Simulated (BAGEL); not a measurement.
**GaNH3ClO (SMILES [NH2][Ga]([OH])[Cl]) at HF/STO-3G (density fitting with qzvpp-jkfit)**

Aim: the energy change on altering one bond length of GaNH3ClO at HF/STO-3G (density fitting with qzvpp-jkfit), from 2 runs. 

The results are computed with BAGEL 1.2.2.

1 further run of the same task is left out (it didn't finish).

### 1 Starting point

GaNH3ClO has 7 atoms, charge 0, and is taken as a singlet. As SMILES, `[NH2][Ga]([OH])[Cl]`. Geometry: a GFN2-xTB relaxation, a rough one for these elements and not checked as a minimum. This is one conformer, not always the lowest.

Bond lengths: N1–Ga2 1.835 Å, Ga2–O3 1.744 Å, Ga2–Cl4 2.086 Å, N1–H5 1.015 Å, N1–H6 1.015 Å, O3–H7 0.956 Å. Angles: N1–Ga2–O3 113.9°, N1–Ga2–Cl4 126.6°, O3–Ga2–Cl4 119.3°, Ga2–N1–H5 118.5°, Ga2–N1–H6 113.9°, Ga2–O3–H7 124.9°, H5–N1–H6 109.7°.

### 2 A single-point energy at HF/STO-3G (density fitting with qzvpp-jkfit)

job.json

```json
{ "bagel" : [

{
  "title" : "molecule",
  "basis" : "sto-3g",
  "df_basis" : "qzvpp-jkfit",
  "angstrom" : true,
  "geometry" : [
    { "atom" : "N", "xyz" : [      -0.481790,       1.367040,      -0.147770 ] },
    { "atom" : "Ga", "xyz" : [      -0.071060,      -0.419500,      -0.224170 ] },
    { "atom" : "O", "xyz" : [       1.346160,      -0.857040,       0.692320 ] },
    { "atom" : "Cl", "xyz" : [      -1.016630,      -1.864050,      -1.394700 ] },
    { "atom" : "H", "xyz" : [      -1.449630,       1.647340,      -0.266410 ] },
    { "atom" : "H", "xyz" : [      -0.081700,       1.847360,       0.651620 ] },
    { "atom" : "H", "xyz" : [       1.754650,      -1.721150,       0.689120 ] }
  ]
},

{ "title" : "hf" },

{ "title" : "print", "file" : "orbitals.molden", "orbitals" : true }

]}
```

Started as:

```
$ BAGEL_NUM_THREADS=1 BAGEL job.json > job.out
```

Log:

```text
* using 1 threads per process

  ===============================================================
  ===============================================================

  *** Geometry ***

  { "atom" : "N", "xyz" : [     -0.910451,      2.583331,     -0.279245 ] },
  { "atom" : "Ga", "xyz" : [     -0.134284,     -0.792740,     -0.423620 ] },
  { "atom" : "O", "xyz" : [      2.543874,     -1.619571,      1.308295 ] },
  { "atom" : "Cl", "xyz" : [     -1.921152,     -3.522544,     -2.635601 ] },
  { "atom" : "H", "xyz" : [     -2.739404,      3.113021,     -0.503442 ] },
  { "atom" : "H", "xyz" : [     -0.154391,      3.491004,      1.231383 ] },
  { "atom" : "H", "xyz" : [      3.315808,     -3.252502,      1.302248 ] },

  Number of auxiliary basis functions:      602

  Since a DF basis is specified, we compute 2- and 3-index integrals:
    o Being stored without compression. Storage requirement is 0.008 GB

  Number of basis functions:       40
  Number of electrons      :       66

    * METHOD: MOLECULE                             0.31

  *** RHF ***

  === Nuclear Repulsion ===
   364.0848858071

      * DIIS with orbital gradients will be used.

  === RHF iteration (sto-3g) ===
      0      -2484.80873495          0.01217922           0.05
      1      -2484.88611968          0.00437453           0.05
      2      -2484.89622036          0.00077418           0.05
      3      -2484.89687442          0.00020976           0.05
      4      -2484.89695556          0.00011408           0.05
      5      -2484.89698618          0.00005004           0.05
      6      -2484.89699364          0.00001583           0.05
      7      -2484.89699428          0.00000731           0.05
      8      -2484.89699444          0.00000264           0.05
      9      -2484.89699446          0.00000093           0.05
     10      -2484.89699446          0.00000036           0.05
     11      -2484.89699446          0.00000018           0.05
     12      -2484.89699446          0.00000008           0.05
     13      -2484.89699446          0.00000003           0.05
     14      -2484.89699446          0.00000001           0.05
     15      -2484.89699446          0.00000000           0.05
    * SCF iteration converged.

    * Permanent dipole moment:
           (   -0.122019,    -0.341187,    -0.718442) a.u.

    * METHOD: HF                                   0.97

    * METHOD: PRINT                                0.00

  ===============================================================
```

Run time: 1.4 s. Hardware: 1 thread of Arm Neoverse V1, shared host.

### 3 The distorted shape

hf.json

```json
{ "bagel": [

{
  "title": "molecule",
  "basis": "sto-3g",
  "df_basis": "qzvpp-jkfit",
  "angstrom": true,
  "geometry": [
    { "atom": "N", "xyz": [    0.002169,    1.226879,   -0.088445 ] },
    { "atom": "Ga", "xyz": [    0.412899,   -0.559661,   -0.164845 ] },
    { "atom": "O", "xyz": [    1.830119,   -0.997201,    0.751645 ] },
    { "atom": "Cl", "xyz": [   -0.532671,   -2.004211,   -1.335375 ] },
    { "atom": "H", "xyz": [   -1.449630,    1.647340,   -0.266410 ] },
    { "atom": "H", "xyz": [    0.402259,    1.707199,    0.710945 ] },
    { "atom": "H", "xyz": [    2.238609,   -1.861311,    0.748445 ] }
  ]
},
{ "title": "hf" },
{ "title": "print", "file": "orbitals.molden", "orbitals": true }

]}
```

Started as:

```
$ BAGEL_NUM_THREADS=1 BAGEL hf.json > hf.out
```

Log:

```text
* using 1 threads per process

  ===============================================================
  ===============================================================

  *** Geometry ***

  { "atom" : "N", "xyz" : [      0.004099,      2.318465,     -0.167137 ] },
  { "atom" : "Ga", "xyz" : [      0.780266,     -1.057606,     -0.311512 ] },
  { "atom" : "O", "xyz" : [      3.458424,     -1.884437,      1.420403 ] },
  { "atom" : "Cl", "xyz" : [     -1.006602,     -3.787410,     -2.523493 ] },
  { "atom" : "H", "xyz" : [     -2.739404,      3.113021,     -0.503442 ] },
  { "atom" : "H", "xyz" : [      0.760159,      3.226139,      1.343491 ] },
  { "atom" : "H", "xyz" : [      4.230358,     -3.517368,      1.414356 ] },

  Number of auxiliary basis functions:      602

  Since a DF basis is specified, we compute 2- and 3-index integrals:
    o Being stored without compression. Storage requirement is 0.008 GB

  Number of basis functions:       40
  Number of electrons      :       66

    * METHOD: MOLECULE                             0.31

  *** RHF ***

  === Nuclear Repulsion ===
   361.6269269753

      * DIIS with orbital gradients will be used.

  === RHF iteration (sto-3g) ===
      0      -2484.67141070          0.01325039           0.05
      1      -2484.75585397          0.00549864           0.05
      2      -2484.77104313          0.00104895           0.05
      3      -2484.77211140          0.00033852           0.05
      4      -2484.77225751          0.00016431           0.05
      5      -2484.77231678          0.00006974           0.05
      6      -2484.77232960          0.00002328           0.05
      7      -2484.77233101          0.00000990           0.05
      8      -2484.77233128          0.00000343           0.05
      9      -2484.77233131          0.00000159           0.05
     10      -2484.77233131          0.00000079           0.05
     11      -2484.77233132          0.00000032           0.05
     12      -2484.77233132          0.00000014           0.05
     13      -2484.77233132          0.00000007           0.05
     14      -2484.77233132          0.00000004           0.05
     15      -2484.77233132          0.00000002           0.05
     16      -2484.77233132          0.00000001           0.05
    * SCF iteration converged.

    * Permanent dipole moment:
           (   -0.171920,    -0.320602,    -0.728750) a.u.

    * METHOD: HF                                   1.01

    * METHOD: PRINT                                0.00

  ===============================================================
```

It took 1.4 s on 1 thread of Arm Neoverse V1, shared host; peak memory 0.09 GiB.

### 4 Results

At HF/STO-3G (density fitting with qzvpp-jkfit):

| quantity | value |
| --- | --- |
| first shape: total energy | -2484.89699 Eh |
| first shape: dipole moment | 2.05 D |
| first shape: HOMO energy | -8.41 eV |
| first shape: LUMO energy | 6.01 eV |
| first shape: HOMO–LUMO gap | 14.43 eV |
| distorted shape: total energy | -2484.77233 Eh |
| distorted shape: dipole moment | 2.07 D |
| distorted shape: HOMO energy | -8.31 eV |
| distorted shape: LUMO energy | 5.81 eV |
| distorted shape: HOMO–LUMO gap | 14.12 eV |
| energy change with the N1–H5 bond stretched from 1.015 to 1.522 Å | 3.392 eV |

What this shows: With the N1–H5 bond stretched from 1.015 to 1.522 Å the energy rises by 3.39 eV (327 kJ/mol). The first shape isn't relaxed at this level, so the change isn't measured from a minimum. The minimal basis adds a large error of its own.
